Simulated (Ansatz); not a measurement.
The same calculation of F2GeH2O, SMILES [OH][GeH]([F])[F] as a Python script and as an input file (Ansatz 0.2.0 through its Python package).

Run as a notebook:

**Cell 1**
```python
import itertools

import ansatz as az
from ase import Atoms
from ase.data import atomic_numbers, covalent_radii
import numpy as np
```

**Cell 2**
```python
config = {
    "basis": "def2-SVP",
    "functional": "pbe0",
}
```

**Cell 3**
```python
atoms = Atoms(["O", "Ge", "F", "F", "H", "H"], positions=[
    (0.2571, 0.5739, -1.2706),
    (0.0834, -0.2594, 0.272),
    (1.2114, -1.5757, 0.2788),
    (-1.4627, -0.888, 0.455),
    (-0.4414, 1.3526, -1.2196),
    (0.3943, 0.7326, 1.4382),
])
molecule = az.Crystal.molecule_from_ase(atoms)
```

**Cell 4**
```python
setup = (
    molecule.calculation()
    .basis(gaussian=config["basis"])
    .functional(config["functional"])
)
symbols = [site.symbol for site in molecule.cartesian_sites]
start = np.array([site.position_ang for site in molecule.cartesian_sites], dtype=float)
def progress(event):
    if event["event"] == "relax_step":
        row = event["data"]
        print(f"step {row['step']:3d}  E = {row['lagrangian_ev']:.6f} eV  largest force component {row['allowed_force_max_ev_ang']:.4f} eV/A")
```

**Cell 5**
```python
rep = setup.relax(force_tolerance=0.02).session().plan().execute(on_event=progress).report
end = np.array(rep["positions_ang"])
```
Output:
```text
step   1  E = -64006.307476 eV  largest force component 2.3868 eV/A
step   2  E = -64006.523883 eV  largest force component 0.9973 eV/A
step   3  E = -64006.561397 eV  largest force component 0.3592 eV/A
step   4  E = -64006.567647 eV  largest force component 0.1888 eV/A
step   5  E = -64006.571424 eV  largest force component 0.2576 eV/A
step   6  E = -64006.574216 eV  largest force component 0.4547 eV/A
step   7  E = -64006.577798 eV  largest force component 0.5010 eV/A
step   8  E = -64006.605794 eV  largest force component 0.2650 eV/A
step   9  E = -64006.635630 eV  largest force component 0.3941 eV/A
step  10  E = -64006.632378 eV  largest force component 0.5362 eV/A
step  11  E = -64006.644038 eV  largest force component 0.2648 eV/A
step  12  E = -64006.654685 eV  largest force component 0.0767 eV/A
step  13  E = -64006.660618 eV  largest force component 0.0814 eV/A
step  14  E = -64006.661715 eV  largest force component 0.0161 eV/A
```

**Cell 6**
```python
print("reference energy %16.6f eV" % rep["reference_energy_ev"])
print("total energy     %16.6f eV" % rep["free_energy_ev"])
print("occupied orbitals outside the frozen core (up, down):", rep["n_occupied"], " frozen:", rep["n_frozen"], " virtual:", rep["n_virtual"])
```
Output:
```text
reference energy    -64006.661736 eV
total energy        -64006.661736 eV
occupied orbitals outside the frozen core (up, down): [30, 30]  frozen: 0  virtual: [54, 54]
```

**Cell 7**
```python
# pairs closer than 1.2 times the sum of covalent radii, before or after
radius = [covalent_radii[atomic_numbers[s]] for s in symbols]
span = lambda where, i, j: np.linalg.norm(where[i] - where[j])
bonded = [(i, j) for i, j in itertools.combinations(range(len(symbols)), 2) if min(span(start, i, j), span(end, i, j)) < 1.2 * (radius[i] + radius[j])]
print("pair        before    after (A)")
for i, j in bonded:
    print(f"{symbols[i]}{i}-{symbols[j]}{j}".ljust(10), f"{span(start, i, j):8.4f} {span(end, i, j):8.4f}")
```
Output:
```text
pair        before    after (A)
O0-Ge1       1.7619   1.7427
O0-H4        1.0473   0.9647
Ge1-F2       1.7335   1.7252
Ge1-F3       1.6790   1.7253
Ge1-H5       1.5623   1.5164
```

`input.yaml`:
```yaml
crystal:
  periodic: [false, false, false]
  atoms:
    - { symbol: O, position_ang: [0.2571, 0.5739, -1.2706] }
    - { symbol: Ge, position_ang: [0.0834, -0.2594, 0.272] }
    - { symbol: F, position_ang: [1.2114, -1.5757, 0.2788] }
    - { symbol: F, position_ang: [-1.4627, -0.888, 0.455] }
    - { symbol: H, position_ang: [-0.4414, 1.3526, -1.2196] }
    - { symbol: H, position_ang: [0.3943, 0.7326, 1.4382] }
basis:
  gaussian:
    orbitals: def2-SVP
hamiltonian:
  xc: pbe0
relax:
  f_tol: 0.02
```

What to keep in mind:
- These settings explore the input space; basis and method may be short of convergence.
- The end point is the stationary point reached from this start; no frequency run checks that it is a minimum, and the basis set is modest.
- Hardware and time: 40 s on 1 thread of Arm Neoverse V2, with other jobs on the host, peak memory 0.24 GiB.

(Lines on the test bed's own set-up are left out of the output.)
